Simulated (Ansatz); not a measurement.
**AsGaH₆O₃: small, medium and large basis sets**

An exercise on one series of results from a longer session: the logs are not shown, and one member is left open.

Program: Ansatz 0.2.0, Gaussian basis. Level of theory: one geometry, several basis sets. These are calculated values, not measurements.

Levels to be run: PBE0-D4/def2-SVP; ωB97M-V/def2-SVP; PBE0-D4/def2-QZVPP; ωB97M-V/def2-QZVPP; the functionals' def2-TZVPP values are taken from earlier runs.

## The relaxed structure

An earlier PBE0-D4 in a triple-zeta def2 set relaxation fixed the geometry.

SMILES `[OH][Ga-]([OH])([OH])[AsH3+]`, 11 atoms, charge 0, spin multiplicity 1.

Atoms are counted from 1 here; the program's logs count them from 0.

Bond lengths: O1–Ga2 1.797 Å, O1–H6 0.958 Å, Ga2–O3 1.794 Å, Ga2–O4 1.802 Å, Ga2–As5 2.707 Å, O3–H7 0.960 Å, O4–H8 0.958 Å, As5–H9 1.509 Å, As5–H10 1.507 Å, As5–H11 1.511 Å. Angles: Ga2–O1–H6 113.9°, O1–Ga2–O3 117.1°, O1–Ga2–O4 122.6°, O1–Ga2–As5 96.1°, O3–Ga2–O4 116.0°, O3–Ga2–As5 91.7°, O4–Ga2–As5 102.5°, Ga2–O3–H7 111.7°, Ga2–O4–H8 114.7°, Ga2–As5–H9 119.6°, Ga2–As5–H10 115.5°, Ga2–As5–H11 125.2°, H9–As5–H10 97.1°, H9–As5–H11 96.9°, H10–As5–H11 96.9°.

Set-up of the first run:

in.yaml

```yaml
crystal:
  periodic: [false, false, false]
  atoms:
    - {symbol: O, position_ang: [-1.998228, 0.243958, 0.774268]}
    - {symbol: Ga, position_ang: [-0.344921, -0.459136, 0.824035]}
    - {symbol: O, position_ang: [0.819135, 0.269627, 1.978282]}
    - {symbol: O, position_ang: [0.007730, -2.149026, 0.307993]}
    - {symbol: As, position_ang: [0.649664, 1.000005, -1.227225]}
    - {symbol: H, position_ang: [-2.664264, -0.354184, 0.432125]}
    - {symbol: H, position_ang: [1.487247, -0.361677, 2.253660]}
    - {symbol: H, position_ang: [-0.739831, -2.618157, -0.065187]}
    - {symbol: H, position_ang: [2.113576, 0.894940, -1.576027]}
    - {symbol: H, position_ang: [0.610444, 2.494694, -1.037618]}
    - {symbol: H, position_ang: [0.124847, 0.981854, -2.643607]}
basis:
  gaussian: {orbitals: def2-SVP}
hamiltonian: {xc: pbe0, dispersion: d4}
output: {orbitals: {seedname: orbitals}}
```

On the command line:

```sh
$ ansatz run in.yaml --threads 4 --pin off --events-out ev --progress --plain --max-ram 11315MiB
```

Among the steps run: PBE0-D4 in def2-SVP; ωB97M-V in def2-SVP; PBE0-D4 in def2-QZVPP; ωB97M-V in def2-QZVPP.

One table of the session follows, with a row left open; its other results are not shown here.

It belongs to the step «Density functionals: the series». 

```
functional       basis  HOMO (eV)
   PBE0-D4    def2-SVP      -7.73
   PBE0-D4  def2-TZVPP      -7.97
   PBE0-D4  def2-QZVPP      -8.04
   ωB97M-V    def2-SVP     -10.00
   ωB97M-V  def2-TZVPP          ?
   ωB97M-V  def2-QZVPP     -10.30
```

Q: Estimate the row for ωB97M-V, def2-TZVPP from the others.

**Answer.** HOMO (eV): -10.23. In the column «HOMO (eV)» it lies between ωB97M-V, def2-QZVPP (-10.30) and ωB97M-V, def2-SVP (-10.00).
